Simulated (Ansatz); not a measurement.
# Pb: an axial (c/a) deformation path

An exercise on one series of results from a longer session: the logs are not shown, and one member is left open.

This is Pb in the hcp structure; at room conditions it is fcc.

Computed with Ansatz 0.2.0 (DFT r2SCAN, scalar-relativistic, plane waves, PAW, unless a step's input says otherwise).

**The starting structure**

Symmetry: P6_3/mmc, No. 194, hexagonal system. The conventional cell has a = 3.480 Å, b = 3.480 Å, c = 5.590 Å, α = 90.00°, β = 90.00°, γ = 120.00°. Around Pb (site symmetry -6m2) lie 12 Pb at 3.44 to 3.48 Å.

Structure file:

```
CELL_PARAMETERS angstrom
3.48000 0.00000 0.00000
-1.74000 3.01377 0.00000
0.00000 0.00000 5.59000
ATOMIC_POSITIONS crystal
Pb 0.33333 0.66667 0.25000
Pb 0.66667 0.33333 0.75000
```

No relaxation comes first: the listed cell is the starting point.

Set-up of the first run:

The input, input.yaml:

```yaml
crystal:
  lattice:
    - [3.4800006906, 0.0, 0.0]
    - [-1.7400003453, 3.0137690032, 0.0]
    - [0.0, 0.0, 5.59]
  atoms:
    - { symbol: Pb, position: [0.3333333333, 0.6666666667, 0.25] }
    - { symbol: Pb, position: [0.6666666667, 0.3333333333, 0.75] }
basis:
  ecutwfc: 500
kpoints:
  mp_grid: { grid: [18, 18, 10] }
hamiltonian:
  xc: r2scan
scf:
  occupations: { method: gaussian, width: 0.15 }
output:
  forces: true
  stress: true
  eigenvalues: true
  write_density: true
  write_potential: true
  elf: true
  volumetric_format: npy
```

Command:

```sh
$ ansatz run input.yaml --threads 1 --pin off --max-ram 2560MiB --backend cpu --events-out ev --progress --plain --runs-dir out
```

Steps of the session up to this table: The reference: the undisturbed cell on the scan's mesh; ρ = 0.850; ρ = 1.200; ρ = 0.920; Point ρ = 1.100; At ρ = 0.960; Point ρ = 1.050; Point ρ = 0.800; At ρ = 1.300.

One of the session's tables, all rows but one given; the rest of the session is left out.

```
    ρ  ΔE (meV/atom)  pressure (GPa)
0.800          111.3             4.9
0.850           78.2             4.2
0.920           31.5             3.2
0.960              ?               ?
1.000            0.0             2.8
1.050           -4.3             2.8
1.100            8.9             3.1
1.200           67.9             4.4
1.300          173.9             6.6
```

Q: Estimate the row for ρ = 0.960 from the others.

Worked estimate for «ΔE (meV/atom)». A straight line through the neighbours (0.920, 31.5) and (1.000, 0.0) gives 31.5 + (0.0 − 31.5) × (0.960 − 0.920) / (1.000 − 0.920) = 15.8; a parabola fitted to 4 rows on both sides gives 12.6.

As computed: ΔE (meV/atom): 13.3; pressure (GPa): 2.9. In «ΔE (meV/atom)» the line misses by +2.5 and the parabola by -0.7.
